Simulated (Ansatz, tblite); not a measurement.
**Ga12As11 zinc blende off sphere (Ga12As11H32−): charged states by level of theory**

What does removing an electron cost or gain for Ga12As11 zinc blende off sphere (Ga12As11H32−)? Each charged state is run at several levels.

The runs use Ansatz 0.2.0, Gaussian basis; as each input shows.

Plan: charge 0 doublet, at the geometry of the singlet (PBE0-D4/def2-SVP, PBE-D4/def2-SVP, BLYP-D4/def2-SVP); the starting singlet's energies come from earlier runs.

1 further run of the same task is left out (set aside as unsound or not needed). Runs told in other sessions of the task aren't counted.

## Step 1: The geometry

The singlet was relaxed beforehand with PBE-D4/def2-SVP.

55 atoms, charge -1, spin multiplicity 1.

Atoms are counted from 1 here; the program's logs count them from 0.

Bond lengths: As1–Ga13 2.536 Å, As1–Ga14 2.520 Å, As1–H24 1.528 Å, As1–H25 1.531 Å, As2–Ga12 2.513 Å, As2–Ga16 2.521 Å, As2–H26 1.532 Å, As2–H27 1.529 Å, As3–Ga15 2.527 Å, As3–Ga17 2.512 Å, As3–H28 1.531 Å, As3–H29 1.528 Å, As4–Ga13 2.445 Å, As4–Ga18 2.502 Å, As4–Ga19 2.499 Å, As4–H30 1.533 Å, As5–Ga15 2.475 Å, As5–Ga18 2.522 Å and more. Angles: Ga13–As1–Ga14 134.7°, Ga13–As1–H24 105.5°, Ga13–As1–H25 104.2°, Ga14–As1–H24 105.6°, Ga14–As1–H25 104.3°, H24–As1–H25 96.0°, Ga12–As2–Ga16 126.3°, Ga12–As2–H26 109.1°, Ga12–As2–H27 106.2°, Ga16–As2–H26 106.6°, Ga16–As2–H27 108.8°, H26–As2–H27 95.6°, Ga15–As3–Ga17 123.3°, Ga15–As3–H28 108.5°, Ga15–As3–H29 109.5°, Ga17–As3–H28 109.0°, Ga17–As3–H29 106.8°, H28–As3–H29 96.4° and more.

The ion is computed in the gas phase, without counter-ions or solvent.

## Step 2: Charge 0 doublet at the fixed geometry, PBE0-D4/def2-SVP

Contents of in.yaml:

```yaml
crystal:
  periodic: [false, false, false]
  atoms:
    - {symbol: As, position_ang: [-4.121643, 1.946141, -0.753057]}
    - {symbol: As, position_ang: [-2.011065, -3.330626, 2.331706]}
    - {symbol: As, position_ang: [1.227539, -3.749801, -0.587310]}
    - {symbol: As, position_ang: [-1.420321, 1.656519, -3.613762]}
    - {symbol: As, position_ang: [1.102781, -1.097713, -3.466993]}
    - {symbol: As, position_ang: [-1.644880, -1.069081, -0.713402]}
    - {symbol: As, position_ang: [-1.486221, 1.694466, 2.087738]}
    - {symbol: As, position_ang: [1.217022, -1.060105, 2.215144]}
    - {symbol: As, position_ang: [1.232918, 1.820283, -0.780951]}
    - {symbol: As, position_ang: [3.848182, -1.108320, -0.721739]}
    - {symbol: As, position_ang: [3.678982, 1.958793, 2.263245]}
    - {symbol: Ga, position_ang: [-3.426141, -1.986247, 0.749477]}
    - {symbol: Ga, position_ang: [-2.964022, 0.296239, -2.292257]}
    - {symbol: Ga, position_ang: [-3.642512, 2.863387, 1.544622]}
    - {symbol: Ga, position_ang: [-0.377451, -2.581153, -2.150934]}
    - {symbol: Ga, position_ang: [-0.136562, -2.453973, 3.771566]}
    - {symbol: Ga, position_ang: [2.727249, -2.528963, 1.016384]}
    - {symbol: Ga, position_ang: [-0.152917, 0.213435, -5.217039]}
    - {symbol: Ga, position_ang: [-0.399026, 3.269256, -2.001159]}
    - {symbol: Ga, position_ang: [2.603139, 0.465976, -2.270035]}
    - {symbol: Ga, position_ang: [-0.064522, 0.282947, 0.594598]}
    - {symbol: Ga, position_ang: [2.520066, 0.345847, 3.807301]}
    - {symbol: Ga, position_ang: [2.551706, 3.440862, 0.561086]}
    - {symbol: H, position_ang: [-4.441162, 3.161537, -1.621574]}
    - {symbol: H, position_ang: [-5.560503, 1.430916, -0.662996]}
    - {symbol: H, position_ang: [-2.925112, -4.146879, 3.250694]}
    - {symbol: H, position_ang: [-1.498000, -4.528062, 1.531617]}
    - {symbol: H, position_ang: [2.068000, -4.736255, -1.402748]}
    - {symbol: H, position_ang: [0.473977, -4.800757, 0.226697]}
    - {symbol: H, position_ang: [-2.384382, 2.462014, -4.491912]}
    - {symbol: H, position_ang: [2.037260, -2.040389, -4.233566]}
    - {symbol: H, position_ang: [-1.697247, 0.850171, 3.340200]}
    - {symbol: H, position_ang: [-0.523056, 2.709211, 2.693464]}
    - {symbol: H, position_ang: [4.726348, -2.035487, -1.566670]}
    - {symbol: H, position_ang: [4.996687, -0.381895, -0.022813]}
    - {symbol: H, position_ang: [4.838605, 1.223081, 1.590756]}
    - {symbol: H, position_ang: [4.562924, 2.850952, 3.140161]}
    - {symbol: H, position_ang: [-4.397389, -2.963265, -0.030193]}
    - {symbol: H, position_ang: [-3.968913, -0.757108, 1.601289]}
    - {symbol: H, position_ang: [-4.098437, -0.534137, -3.023281]}
    - {symbol: H, position_ang: [-4.748951, 2.277223, 2.511269]}
    - {symbol: H, position_ang: [-3.323966, 4.401335, 1.387093]}
    - {symbol: H, position_ang: [-1.140320, -3.676103, -2.999356]}
    - {symbol: H, position_ang: [0.716206, -3.702982, 4.251106]}
    - {symbol: H, position_ang: [-0.881898, -1.496621, 4.793784]}
    - {symbol: H, position_ang: [3.738573, -3.500908, 1.743945]}
    - {symbol: H, position_ang: [-1.160366, -0.766134, -5.953119]}
    - {symbol: H, position_ang: [0.914960, 1.077772, -6.009284]}
    - {symbol: H, position_ang: [0.371741, 4.429625, -2.754828]}
    - {symbol: H, position_ang: [-1.545829, 3.598370, -0.939807]}
    - {symbol: H, position_ang: [3.667468, 1.158624, -3.212265]}
    - {symbol: H, position_ang: [1.502528, 1.254255, 4.616404]}
    - {symbol: H, position_ang: [3.621924, -0.540301, 4.526443]}
    - {symbol: H, position_ang: [1.548042, 4.299875, 1.441202]}
    - {symbol: H, position_ang: [3.685589, 4.103151, -0.325643]}
basis:
  gaussian: {orbitals: def2-SVP, fitting: {mean_field: def2-universal-jkfit}}
magnetization: {spin_polarized: true, initial_magnetization: 1}
hamiltonian: {xc: pbe0, dispersion: d4}
scf: {omitted_lower_state_checks: [starts]}
output: {orbitals: {seedname: orbitals}}
```

Run with:

```console
> ansatz run in.yaml --threads 11 --pin off --events-out ev --progress --plain --max-ram 174080MiB --backend cuda --devices 0, --max-vram 75GiB
```

Log:

```text
Functional definition: PBE0
  name "PBE0"
  cite "Adamo & Barone, J. Chem. Phys. 110, 6158 (1999) doi:10.1063/1.478522"
  cite "Perdew, Burke & Ernzerhof, Phys. Rev. Lett. 77, 3865 (1996) doi:10.1103/PhysRevLett.77.3865"
  parent pbe
  parameter a = 0.25
  parameter kappa = 0.804
  parameter beta = 0.06672455060314922
  exchange = (1 - a)*pbe_x(kappa = kappa, mu = beta*pi^2/3) + a*exact_x
  correlation = pbe_c(beta = beta)
these checks for a lower state are left out or cut short: starts
6694 factors; integrals over basis functions are off by at most 3.5e-1 eV
mean field evaluation 1: about -1297992.4204 eV, gradient 5.0e1 eV
mean field evaluation 2: about -1297987.3419 eV, gradient 6.1e1 eV
mean field evaluation 4: about -1297999.0129 eV, gradient 6.4e0 eV
mean field evaluation 8: about -1297999.2705 eV, gradient 1.5e0 eV
mean field evaluation 16: about -1297999.3500 eV, gradient 1.3e-1 eV
mean field evaluation 32: about -1297999.3569 eV, gradient 8.1e-3 eV
mean field -1297999.35695180 eV, -47700.5965524148 hartree, gradient 8.3e-6 eV, S^2 0.754380; 0 other end points of the search recorded, 0 dependent functions left out
reference -1297999.35703589 eV, -47700.5965555048 hartree; 384, 383 occupied and 512, 513 virtual orbitals, 6694 factors
Total energy: -1298003.88300595 eV, -47700.7628818370 hartree
Checks for a lower state left out: starts
```

It took 42 s on 1 × H100 with 11 threads of AMD EPYC 7R13, shared host; peak host memory 1.8 GiB.

From the report: HOMO -6.99 eV, LUMO -6.10 eV (over both spins); ⟨S²⟩ 0.754 (pure: 0.75).

## Step 3: Charge 0 doublet at the fixed geometry, PBE-D4/def2-SVP

start.molden holds the orbitals of an earlier run on this state, given as this run's starting guess.

in.yaml, as its differences from that of step 2:

```diff
@@ -59,5 +59,5 @@
 basis:
-  gaussian: {orbitals: def2-SVP, fitting: {mean_field: def2-universal-jkfit}}
+  gaussian: {orbitals: def2-SVP, fitting: {mean_field: def2-universal-jkfit}, initial_orbitals: start.molden}
 magnetization: {spin_polarized: true, initial_magnetization: 1}
-hamiltonian: {xc: pbe0, dispersion: d4}
+hamiltonian: {xc: pbe, dispersion: d4}
 scf: {omitted_lower_state_checks: [starts]}
```

The command is unchanged.

Log:

```text
Functional definition: PBE
  name "PBE"
  cite "Perdew, Burke & Ernzerhof, Phys. Rev. Lett. 77, 3865 (1996) doi:10.1103/PhysRevLett.77.3865"
  parent pbe
  parameter kappa = 0.804
  parameter beta = 0.06672455060314922
  exchange = pbe_x(kappa = kappa, mu = beta*pi^2/3)
  correlation = pbe_c(beta = beta)
these checks for a lower state are left out or cut short: starts
6694 factors; integrals over basis functions are off by at most 3.5e-1 eV
mean field evaluation 1: about -1297964.1334 eV, gradient 1.6e1 eV
mean field evaluation 2: about -1297965.1401 eV, gradient 9.8e-1 eV
mean field evaluation 4: about -1297965.1430 eV, gradient 2.2e-1 eV
mean field evaluation 8: about -1297965.1482 eV, gradient 9.6e-3 eV
mean field evaluation 16: about -1297965.1482 eV, gradient 7.6e-4 eV
mean field -1297965.14815841 eV, -47699.3394024451 hartree, gradient 2.1e-6 eV, S^2 0.750993; 0 other end points of the search recorded, 0 dependent functions left out
reference -1297965.14827140 eV, -47699.3394065976 hartree; 384, 383 occupied and 512, 513 virtual orbitals, 6694 factors
Total energy: -1297970.06778004 eV, -47699.5201952055 hartree
Checks for a lower state left out: starts
```

Wall time 18 s (1 × H100 with 11 threads of AMD EPYC 7R13, shared host); peak host memory 1.7 GiB.

From the report: HOMO -6.06 eV, LUMO -6.05 eV (over both spins); ⟨S²⟩ 0.751 (pure: 0.75).

## Step 4: Charge 0 doublet at the fixed geometry, BLYP-D4/def2-SVP

in.yaml, as its differences from that of step 3:

```diff
@@ -61,3 +61,3 @@
 magnetization: {spin_polarized: true, initial_magnetization: 1}
-hamiltonian: {xc: pbe, dispersion: d4}
+hamiltonian: {xc: {name: BLYP}, dispersion: d4}
 scf: {omitted_lower_state_checks: [starts]}
```

Launched as before.

Log, shortened:

```text
Functional definition: BLYP
  name "BLYP"
  cite "Becke, Phys. Rev. A 38, 3098 (1988) doi:10.1103/PhysRevA.38.3098"
  cite "Lee, Yang & Parr, Phys. Rev. B 37, 785 (1988) doi:10.1103/PhysRevB.37.785"
[...]
6694 factors; integrals over basis functions are off by at most 3.5e-1 eV
[...]
mean field -1298192.83307064 eV, -47707.7066686392 hartree, gradient 2.0e-6 eV, S^2 0.750961; 0 other end points of the search recorded, 0 dependent functions left out
reference -1298192.83402215 eV, -47707.7067036065 hartree; 384, 383 occupied and 512, 513 virtual orbitals, 6694 factors
Total energy: -1298202.45646597 eV, -47708.0603218947 hartree
Checks for a lower state left out: starts
```

It took 20 s on 1 × H100 with 11 threads of AMD EPYC 7R13, shared host; peak host memory 1.7 GiB.

HOMO -5.87 eV, LUMO -5.88 eV (over both spins; with the spin held, an empty level of the minority spin lies below the top filled one); ⟨S²⟩ 0.751 (pure: 0.75).

## Step 5: Vertical ionisation energy

Charged state less starting state, singlet to doublet; the starting state's energies are those of its earlier runs.

| level | vertical ionisation energy (eV) | time |
| --- | --- | --- |
| PBE-D4/def2-SVP | +4.75 | 25 s |
| BLYP-D4/def2-SVP | +4.65 | 28 s |
| PBE0-D4/def2-SVP | +5.23 | 53 s |

Times add the two runs; a level without a time comes out of a correlated run.

Beside −ε(HOMO) of the starting state:

| level | −ε(HOMO) (eV) | by difference (eV) | mismatch (eV) |
| --- | --- | --- | --- |
| PBE-D4/def2-SVP | 3.25 | 4.75 | -1.49 |
| BLYP-D4/def2-SVP | 3.07 | 4.65 | -1.58 |
| PBE0-D4/def2-SVP | 4.20 | 5.23 | -1.02 |

## Step 6: Outcome

```
                                           quantity                                value
vertical ionisation energy, functionals in def2-SVP  4.65 (BLYP-D4) to 5.23 eV (PBE0-D4)
```

What this shows: The vertical ionisation energy spans 4.65 to 5.23 eV over the functionals. −ε(HOMO) misses the level's own difference by -1.02 eV at best (PBE0-D4) and -1.58 eV at worst (BLYP-D4).
